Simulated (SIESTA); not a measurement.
## NiMoIrPdW under changes of volume

One of the cells (14.672 Å³/atom); the others are scaled copies at fixed shape and fractional positions:

```
CELL_PARAMETERS angstrom
2.74225 0.00000 0.00000
-1.37113 2.37485 0.00000
0.00000 0.00000 11.26440
ATOMIC_POSITIONS crystal
Ni 0.00000 0.00000 0.70917
Mo 0.66667 0.33333 0.29425
Pd 0.66667 0.33333 0.89901
Ir 0.00000 0.00000 0.10604
W 0.66667 0.33333 0.52921
```

The cell was built by a generator and needn't be a form met in nature.

| Quantity | Value |
| --- | --- |
| Program | SIESTA 5.4.2 |
| Functional | PBE |
| Potentials or basis | PseudoDojo 0.4 standard (PBE files) |
| Basis | DZP (energy shift 0.003 Ry; two zetas on semicore shells) |
| Grid cutoff | 800 Ry |
| Energy shift | 0.003 Ry |
| k mesh | 11 × 11 × 3 |
| Occupations | fermi-dirac, width 0.05 eV |
| Spin | collinear spin, ferromagnetic start |
| Starting moments | [1.0, 1.0, 0.0, 0.6, 0.0] μB |

| volume (Å³/atom) | energy over the lowest point (meV/atom) | pressure (GPa) | largest force (eV/Å) |
| --- | --- | --- | --- |
| 14.073 | 59.55 | 20.3 | 1.246 |
| 14.372 | 28.16 | 13.7 | 1.011 |
| 14.672 | 8.43 | 7.6 | 0.819 |
| 15.271 | 0.00 | -2.5 | 0.475 |
| 15.570 | ? | ? | ? |

Problem. What does the run at 15.570 Å³/atom give?

Solution. Energy over the lowest point 8.87 meV/atom; pressure -6.7 GPa; largest force 0.330 eV/Å.

Worked out: A Birch-Murnaghan fit of order 2 (a polynomial in V^(-2/3)) to the other rows has its minimum at 15.10 Å³/atom with B0 = V·E''(V) = 249 GPa at fixed shape and positions, which overstates the stiffness. It gives 9.30 meV/atom at 15.570 Å³/atom, against the run's 8.87, and -dE/dV = -7.2 GPa, against -6.7.

Energies are extrapolated to zero smearing.

Caveats: short orbitals over semicore shells can move pressures by several GPa; the basis of atomic orbitals isn't converged, which shifts pressures, moduli and gaps; forces of over 1 eV/Å show positions far from the minimum, so gaps and moduli don't describe the material at rest (some runs).
